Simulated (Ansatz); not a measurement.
# Ga23GeN24: the cost of one run

Program: Ansatz 0.2.0. Level of theory: DFT, PBE, plane-wave PAW, default files, scalar-relativistic, as far as a step names no other. These are calculated values, not measurements.

The COD entry's cell or inner coordinates are ideal or old and differ from later refinements, so a difference from it is no clean test against experiment.

## Step 1: The structure to begin with

Symmetry: P1, No. 1, triclinic system. The conventional cell has a = 6.360 Å, b = 8.413 Å, c = 10.332 Å, α = 90.00°, β = 90.00°, γ = 100.89°. Ge (site symmetry 1) is surrounded by 4 N at 1.94 to 1.95 Å. Ga (site symmetry 1) is surrounded by 4 N at 1.94 to 1.95 Å. Only part of the 48 independent sites is listed.

As a file:

```
CELL_PARAMETERS angstrom
6.36000 0.00000 0.00000
-4.77000 8.26188 0.00000
0.00000 0.00000 10.33200
ATOMIC_POSITIONS crystal
Ge 0.16667 0.22222 0.00000
Ga 0.16667 0.22222 0.50000
Ga 0.16667 0.55556 0.00000
Ga 0.16667 0.55556 0.50000
Ga 0.16667 0.88889 0.00000
Ga 0.16667 0.88889 0.50000
Ga 0.66667 0.22222 0.00000
Ga 0.66667 0.22222 0.50000
Ga 0.66667 0.55556 0.00000
Ga 0.66667 0.55556 0.50000
Ga 0.66667 0.88889 0.00000
Ga 0.66667 0.88889 0.50000
Ga 0.33333 0.11111 0.25000
Ga 0.33333 0.11111 0.75000
Ga 0.33333 0.44444 0.25000
Ga 0.33333 0.44444 0.75000
Ga 0.33333 0.77778 0.25000
Ga 0.33333 0.77778 0.75000
Ga 0.83333 0.11111 0.25000
Ga 0.83333 0.11111 0.75000
Ga 0.83333 0.44444 0.25000
Ga 0.83333 0.44444 0.75000
Ga 0.83333 0.77778 0.25000
Ga 0.83333 0.77778 0.75000
N 0.16667 0.22222 0.18750
N 0.16667 0.22222 0.68750
N 0.16667 0.55556 0.18750
N 0.16667 0.55556 0.68750
N 0.16667 0.88889 0.18750
N 0.16667 0.88889 0.68750
N 0.66667 0.22222 0.18750
N 0.66667 0.22222 0.68750
N 0.66667 0.55556 0.18750
N 0.66667 0.55556 0.68750
N 0.66667 0.88889 0.18750
N 0.66667 0.88889 0.68750
N 0.33333 0.11111 0.43750
N 0.33333 0.11111 0.93750
N 0.33333 0.44444 0.43750
N 0.33333 0.44444 0.93750
N 0.33333 0.77778 0.43750
N 0.33333 0.77778 0.93750
N 0.83333 0.11111 0.43750
N 0.83333 0.11111 0.93750
N 0.83333 0.44444 0.43750
N 0.83333 0.44444 0.93750
N 0.83333 0.77778 0.43750
N 0.83333 0.77778 0.93750
```

Atom 1 of the input is the impurity.

## Step 2: Gradients at the starting positions

input.yaml reads:

```yaml
crystal:
  lattice:
    - [6.36, 0.0, 0.0]
    - [-4.77, 8.261882352, 0.0]
    - [0.0, 0.0, 10.332]
  atoms:
    - { symbol: Ge, position: [0.1666666666, 0.2222222222, 0.0] }
    - { symbol: Ga, position: [0.1666666666, 0.2222222222, 0.5] }
    - { symbol: Ga, position: [0.1666666666, 0.5555555556, 0.0] }
    - { symbol: Ga, position: [0.1666666666, 0.5555555556, 0.5] }
    - { symbol: Ga, position: [0.1666666666, 0.8888888889, 0.0] }
    - { symbol: Ga, position: [0.1666666666, 0.8888888889, 0.5] }
    - { symbol: Ga, position: [0.6666666666, 0.2222222222, 0.0] }
    - { symbol: Ga, position: [0.6666666666, 0.2222222222, 0.5] }
    - { symbol: Ga, position: [0.6666666666, 0.5555555556, 0.0] }
    - { symbol: Ga, position: [0.6666666666, 0.5555555556, 0.5] }
    - { symbol: Ga, position: [0.6666666666, 0.8888888889, 0.0] }
    - { symbol: Ga, position: [0.6666666666, 0.8888888889, 0.5] }
    - { symbol: Ga, position: [0.3333333334, 0.1111111111, 0.25] }
    - { symbol: Ga, position: [0.3333333334, 0.1111111111, 0.75] }
    - { symbol: Ga, position: [0.3333333334, 0.4444444444, 0.25] }
    - { symbol: Ga, position: [0.3333333334, 0.4444444444, 0.75] }
    - { symbol: Ga, position: [0.3333333334, 0.7777777778, 0.25] }
    - { symbol: Ga, position: [0.3333333334, 0.7777777778, 0.75] }
    - { symbol: Ga, position: [0.8333333334, 0.1111111111, 0.25] }
    - { symbol: Ga, position: [0.8333333334, 0.1111111111, 0.75] }
    - { symbol: Ga, position: [0.8333333334, 0.4444444444, 0.25] }
    - { symbol: Ga, position: [0.8333333334, 0.4444444444, 0.75] }
    - { symbol: Ga, position: [0.8333333334, 0.7777777778, 0.25] }
    - { symbol: Ga, position: [0.8333333334, 0.7777777778, 0.75] }
    - { symbol: "N", position: [0.1666666666, 0.2222222222, 0.1875] }
    - { symbol: "N", position: [0.1666666666, 0.2222222222, 0.6875] }
    - { symbol: "N", position: [0.1666666666, 0.5555555556, 0.1875] }
    - { symbol: "N", position: [0.1666666666, 0.5555555556, 0.6875] }
    - { symbol: "N", position: [0.1666666666, 0.8888888889, 0.1875] }
    - { symbol: "N", position: [0.1666666666, 0.8888888889, 0.6875] }
    - { symbol: "N", position: [0.6666666666, 0.2222222222, 0.1875] }
    - { symbol: "N", position: [0.6666666666, 0.2222222222, 0.6875] }
    - { symbol: "N", position: [0.6666666666, 0.5555555556, 0.1875] }
    - { symbol: "N", position: [0.6666666666, 0.5555555556, 0.6875] }
    - { symbol: "N", position: [0.6666666666, 0.8888888889, 0.1875] }
    - { symbol: "N", position: [0.6666666666, 0.8888888889, 0.6875] }
    - { symbol: "N", position: [0.3333333334, 0.1111111111, 0.4375] }
    - { symbol: "N", position: [0.3333333334, 0.1111111111, 0.9375] }
    - { symbol: "N", position: [0.3333333334, 0.4444444444, 0.4375] }
    - { symbol: "N", position: [0.3333333334, 0.4444444444, 0.9375] }
    - { symbol: "N", position: [0.3333333334, 0.7777777778, 0.4375] }
    - { symbol: "N", position: [0.3333333334, 0.7777777778, 0.9375] }
    - { symbol: "N", position: [0.8333333334, 0.1111111111, 0.4375] }
    - { symbol: "N", position: [0.8333333334, 0.1111111111, 0.9375] }
    - { symbol: "N", position: [0.8333333334, 0.4444444444, 0.4375] }
    - { symbol: "N", position: [0.8333333334, 0.4444444444, 0.9375] }
    - { symbol: "N", position: [0.8333333334, 0.7777777778, 0.4375] }
    - { symbol: "N", position: [0.8333333334, 0.7777777778, 0.9375] }
total_charge: 1
kpoints:
  mp_grid: { grid: [4, 3, 2] }
scf:
  occupations: { method: fermi_dirac, width: 0.01 }
hamiltonian:
  xc: pbe
  pseudopotentials: { kind: paw }
output:
  forces: true
  stress: true
  populations: true
  efg:
    quadrupole_moments_barn: { Ge: -0.196, Ga: 0.107, "N": 0.02044 }
    contact_densities: true
```

On the command line:

```console
$ ansatz run input.yaml --threads 4 --pin off --max-ram 8192MiB --backend cpu --events-out ev --progress --plain --runs-dir out
```

What time and memory should one allow on 4 threads of Arm Neoverse V1, shared host?

About 2.2 min, with a peak of 3.6 GiB.
